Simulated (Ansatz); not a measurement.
# C₂H₆MoO₂: basis-set convergence

The task here is to estimate one member of a computed series from the others.

Method: one geometry, several basis sets; program: Ansatz 0.2.0, Gaussian basis.

Levels to be run: PBE0-D4/def2-SVP; ωB97M-V/def2-SVP; PBE0-D4/def2-QZVPP; ωB97M-V/def2-QZVPP; the functionals' def2-TZVPP values are taken from earlier runs.

## The geometry

All runs share one geometry, relaxed beforehand with PBE0-D4 in a triple-zeta def2 set. Mo takes the def2 core potential; no spin-orbit term is included.

SMILES `[CH3][Mo]([CH3])(=[O])=[O]`, 11 atoms, charge 0, spin multiplicity 1.

Atoms are counted from 1 here; the program's logs count them from 0.

Bond lengths: C1–Mo2 2.098 Å, C1–H6 1.095 Å, C1–H7 1.095 Å, C1–H8 1.092 Å, Mo2–C3 2.098 Å, Mo2–O4 1.674 Å, Mo2–O5 1.674 Å, C3–H9 1.092 Å, C3–H10 1.095 Å, C3–H11 1.095 Å. Angles: Mo2–C1–H6 108.7°, Mo2–C1–H7 108.7°, Mo2–C1–H8 112.2°, H6–C1–H7 109.8°, H6–C1–H8 108.7°, H7–C1–H8 108.7°, C1–Mo2–C3 112.6°, C1–Mo2–O4 108.6°, C1–Mo2–O5 108.6°, C3–Mo2–O4 108.6°, C3–Mo2–O5 108.6°, O4–Mo2–O5 110.0°, Mo2–C3–H9 112.2°, Mo2–C3–H10 108.7°, Mo2–C3–H11 108.7°, H9–C3–H10 108.7°, H9–C3–H11 108.7°, H10–C3–H11 109.8°.

Coordinates:

| atom | x (Å) | y (Å) | z (Å) |
| --- | --- | --- | --- |
| C1 | -1.68398 | 0.51268 | 0.24855 |
| Mo2 | 0.13964 | 0.21561 | -0.74427 |
| C3 | 1.56887 | -0.73245 | 0.46332 |
| O4 | -0.13636 | -0.73870 | -2.09209 |
| O5 | 0.74145 | 1.70630 | -1.21239 |
| H6 | -2.07925 | -0.46141 | 0.55515 |
| H7 | -1.50522 | 1.13566 | 1.13119 |
| H8 | -2.42284 | 1.00691 | -0.38559 |
| H9 | 2.51510 | -0.88473 | -0.06005 |
| H10 | 1.17677 | -1.70737 | 0.77152 |
| H11 | 1.75123 | -0.10950 | 1.34526 |

The first run:

Contents of in.yaml:

```yaml
crystal:
  periodic: [false, false, false]
  atoms:
    - {symbol: C, position_ang: [-1.683982, 0.512683, 0.248551]}
    - {symbol: Mo, position_ang: [0.139644, 0.215610, -0.744267]}
    - {symbol: C, position_ang: [1.568869, -0.732455, 0.463318]}
    - {symbol: O, position_ang: [-0.136358, -0.738697, -2.092094]}
    - {symbol: O, position_ang: [0.741445, 1.706305, -1.212391]}
    - {symbol: H, position_ang: [-2.079249, -0.461411, 0.555155]}
    - {symbol: H, position_ang: [-1.505224, 1.135655, 1.131192]}
    - {symbol: H, position_ang: [-2.422843, 1.006907, -0.385594]}
    - {symbol: H, position_ang: [2.515097, -0.884729, -0.060053]}
    - {symbol: H, position_ang: [1.176773, -1.707365, 0.771522]}
    - {symbol: H, position_ang: [1.751229, -0.109503, 1.345263]}
basis:
  gaussian: {orbitals: def2-SVP}
hamiltonian: {xc: pbe0, dispersion: d4}
output: {orbitals: {seedname: orbitals}}
```

Started as:

```console
$ ansatz run in.yaml --threads 4 --pin off --events-out ev --progress --plain --max-ram 10444MiB
```

Steps of the session up to this table: PBE0-D4 in def2-SVP; ωB97M-V in def2-SVP; PBE0-D4 in def2-QZVPP; ωB97M-V in def2-QZVPP.

One table of the session follows, with a row left open; its other results are not shown here.

It belongs to the step «Density functionals: the series». 

| functional | basis | HOMO (eV) | LUMO (eV) |
| --- | --- | --- | --- |
| PBE0-D4 | def2-SVP | ? | ? |
| PBE0-D4 | def2-TZVPP | -8.60 | -2.71 |
| PBE0-D4 | def2-QZVPP | -8.63 | -2.73 |
| ωB97M-V | def2-SVP | -10.97 | -0.66 |
| ωB97M-V | def2-TZVPP | -10.94 | -0.63 |
| ωB97M-V | def2-QZVPP | -10.96 | -0.66 |

**Question.** Estimate the row for PBE0-D4, def2-SVP.

**Answer.** HOMO (eV): -8.64; LUMO (eV): -2.75. In the column «HOMO (eV)» it lies between ωB97M-V, def2-TZVPP (-10.94) and PBE0-D4, def2-QZVPP (-8.63).
